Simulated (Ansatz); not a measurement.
**H8N2OSi2: up Jacob's ladder to CCSD(T)**

One table from this session's results is given with a row withheld; the runs are named, their logs left out.

Program: Ansatz 0.2.0, Gaussian basis. Level of theory: functionals in def2-TZVPP, the program's frozen cores in correlated methods. These are calculated values, not measurements.

Plan: LDA (SPW92), PBE-D4, revPBE-D4, BLYP-D4, r2SCAN-D4, B97M-V, PBE0-D4, B3LYP-D4, r2SCANh-D4, r2SCAN0-D4, HSE06-D4, BHLYP-D4, CAM-B3LYP-D4, LC-ωPBE, ωB97X-V, ωB97M-V, B2PLYP, PBE-QIDH; CCSD(T)/def2-SVP; CCSD(T)/def2-TZVPP; MP2/def2-QZVPP; extrapolation to the limit; RPA on PBE.

## The relaxed structure

All runs share one geometry, relaxed beforehand with PBE0-D4 in a triple-zeta def2 set.

SMILES `N[SiH2][SiH](N)O`, 13 atoms, charge 0, spin multiplicity 1.

Atoms are counted from 1 here; the program's logs count them from 0.

Bond lengths: N1–Si2 1.740 Å, N1–H6 1.009 Å, N1–H7 1.009 Å, Si2–Si3 2.355 Å, Si2–H8 1.490 Å, Si2–H9 1.497 Å, Si3–N4 1.710 Å, Si3–O5 1.655 Å, Si3–H10 1.486 Å, N4–H11 1.006 Å, N4–H12 1.008 Å, O5–H13 0.959 Å. Angles: Si2–N1–H6 118.3°, Si2–N1–H7 118.0°, H6–N1–H7 109.6°, N1–Si2–Si3 106.5°, N1–Si2–H8 105.8°, N1–Si2–H9 114.8°, Si3–Si2–H8 111.0°, Si3–Si2–H9 112.0°, H8–Si2–H9 106.5°, Si2–Si3–N4 101.4°, Si2–Si3–O5 115.0°, Si2–Si3–H10 113.1°, N4–Si3–O5 113.3°, N4–Si3–H10 113.4°, O5–Si3–H10 101.2°, Si3–N4–H11 124.9°, Si3–N4–H12 119.5°, H11–N4–H12 113.4° and more.

As a file:

```mol
H8N2OSi2
  3D, bonds by distance, orders not assigned

 13 12  0  0  0  0  0  0  0  0999 V2000
   -1.4522    1.1956    0.6639 N   0  0
   -0.9044    0.6391   -0.8916 Si  0  0
    0.8823   -0.8386   -0.4808 Si  0  0
    0.5730   -1.3027    1.1353 N   0  0
    2.3903   -0.1916   -0.6977 O   0  0
   -0.8091    1.7199    1.2376 H   0  0
   -2.3711    1.6080    0.7229 H   0  0
   -2.0620   -0.0767   -1.4978 H   0  0
   -0.5260    1.7254   -1.8503 H   0  0
    0.9206   -1.9844   -1.4269 H   0  0
    0.9821   -2.0989    1.5943 H   0  0
   -0.2427   -0.9454    1.6065 H   0  0
    2.6395    0.5157   -0.1007 H   0  0
  1  2  8  0
  2  3  8  0
  3  4  8  0
  3  5  8  0
  1  6  8  0
  1  7  8  0
  2  8  8  0
  2  9  8  0
  3 10  8  0
  4 11  8  0
  4 12  8  0
  5 13  8  0
M  END
```

The first run:

Input file in.yaml:

```yaml
crystal:
  periodic: [false, false, false]
  atoms:
    - {symbol: N, position_ang: [-1.452177, 1.195553, 0.663870]}
    - {symbol: Si, position_ang: [-0.904443, 0.639102, -0.891631]}
    - {symbol: Si, position_ang: [0.882334, -0.838585, -0.480849]}
    - {symbol: N, position_ang: [0.573035, -1.302745, 1.135340]}
    - {symbol: O, position_ang: [2.390281, -0.191599, -0.697730]}
    - {symbol: H, position_ang: [-0.809083, 1.719914, 1.237650]}
    - {symbol: H, position_ang: [-2.371143, 1.608038, 0.722940]}
    - {symbol: H, position_ang: [-2.062000, -0.076680, -1.497825]}
    - {symbol: H, position_ang: [-0.525994, 1.725368, -1.850251]}
    - {symbol: H, position_ang: [0.920622, -1.984351, -1.426928]}
    - {symbol: H, position_ang: [0.982077, -2.098912, 1.594299]}
    - {symbol: H, position_ang: [-0.242715, -0.945358, 1.606514]}
    - {symbol: H, position_ang: [2.639505, 0.515655, -0.100699]}
basis:
  gaussian: {orbitals: def2-TZVPP}
hamiltonian: {xc: lda}
output: {orbitals: {seedname: orbitals}}
```

Command:

```bash
ansatz run in.yaml --threads 4 --pin off --events-out ev --progress --plain --max-ram 10444MiB
```

Steps of the session up to this table: LDA; PBE-D4 (GGA); revPBE-D4 (GGA); BLYP-D4 (GGA); r2SCAN-D4 (meta-GGA); B97M-V (meta-GGA); B3LYP-D4 (hybrid); r2SCANh-D4 (hybrid); r2SCAN0-D4 (hybrid); HSE06-D4 (hybrid); BHLYP-D4 (hybrid); CAM-B3LYP-D4 (range-separated); LC-ωPBE (range-separated); ωB97X-V (range-separated); ωB97M-V (range-separated); B2PLYP (double hybrid); PBE-QIDH (double hybrid).

One table of the session follows, with a row left open; its other results are not shown here.

It belongs to the step «Orbital energies across the functionals». 

```
  functional  HOMO (eV)  gap (eV)
 LDA (SPW92)      -5.93      4.63
      PBE-D4      -5.83      4.74
   revPBE-D4      -5.79      4.79
     BLYP-D4      -5.73      4.74
   r2SCAN-D4      -6.11      5.37
      B97M-V      -6.24      5.21
     PBE0-D4      -7.12      6.84
    B3LYP-D4          ?         ?
  r2SCANh-D4      -6.59      6.13
  r2SCAN0-D4      -7.31      7.24
    HSE06-D4      -6.72      6.07
    BHLYP-D4      -8.33      8.83
CAM-B3LYP-D4      -8.48      9.12
     LC-ωPBE      -9.77     11.61
     ωB97X-V      -9.46     11.11
     ωB97M-V      -9.27     10.56
```

Estimate the missing values for B3LYP-D4.

Worked estimate for «HOMO (eV)». Against the share of exact exchange, BLYP-D4 (0, -5.73), BHLYP-D4 (0.5, -8.33) give a slope of -5.20 per unit share; at 0.2 the line stands at -6.77.

**Answer.** HOMO (eV): -6.93; gap (eV): 6.42. In «HOMO (eV)» the line misses by +0.16.
